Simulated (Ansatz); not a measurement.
This script drives the Python package of Ansatz (0.2.0).

Contents of `ch4bo2.xyz`:
```text
8

C     1.31870   -0.26240    0.02670
B    -0.17510    0.03820   -0.41930
O    -1.03540   -1.05390   -0.86670
O    -0.68460    1.40730   -0.40370
H     1.82500    0.68120    0.31780
H     1.31450   -0.95970    0.88960
H    -1.48780   -1.37000   -0.04410
H    -1.07520    1.51930    0.49970
```

`methods.py`
```python
"""CH4BO2 at several levels of theory."""

import warnings

import ansatz as az

BASIS_SET = "cc-pVDZ"

warnings.simplefilter("ignore", az.DeckWarning)

molecule = az.Crystal.molecule_from_extxyz("ch4bo2.xyz")

calc = molecule.calculation().basis(gaussian=BASIS_SET).spin("collinear", total=1)

methods = ["mp2", "ccsd", "ccsd_t"]
reports = [calc.correlation(m).run(threads=1).report for m in methods]
print(f"Hartree-Fock reference {reports[0]['reference_energy_ev'] / 27.211386246:.6f} Ha")
best = reports[-1]["free_energy_ev"] - reports[-1]["reference_energy_ev"]
for method, each in zip(methods, reports):
    gained = each["free_energy_ev"] - each["reference_energy_ev"]
    print(f"{method:8s} total {each['free_energy_ev'] / 27.211386246:.6f} Ha  correlation {gained:9.4f} eV  ({100 * gained / best:.1f} % of the last)")
```

It is started by `python methods.py`. Estimate its wall time and peak memory on 1 thread of Arm Neoverse V1, on a shared host.

It took about 28 s, with a peak of 0.5 GiB, for 3 runs of the engine.

Output of `python methods.py`:
```text
Hartree-Fock reference -214.637746 Ha
mp2      total -215.210539 Ha  correlation  -15.5865 eV  (92.4 % of the last)
ccsd     total -215.242753 Ha  correlation  -16.4631 eV  (97.6 % of the last)
ccsd_t   total -215.257906 Ha  correlation  -16.8754 eV  (100.0 % of the last)
```

Reading the output:
- Total energies depend on the basis set; only differences at equal settings carry meaning.
- The geometry is a force-field or estimated start, not a minimum of this method, and the basis set is short of its limit. A lower total doesn't mark the better method: functionals have no common bound, and MP2 and coupled cluster aren't variational.
- The species is open-shell (spin multiplicity 2).
- Inner cores stay frozen, so this is valence correlation.

(Lines on the test bed's own set-up are left out of the output.)
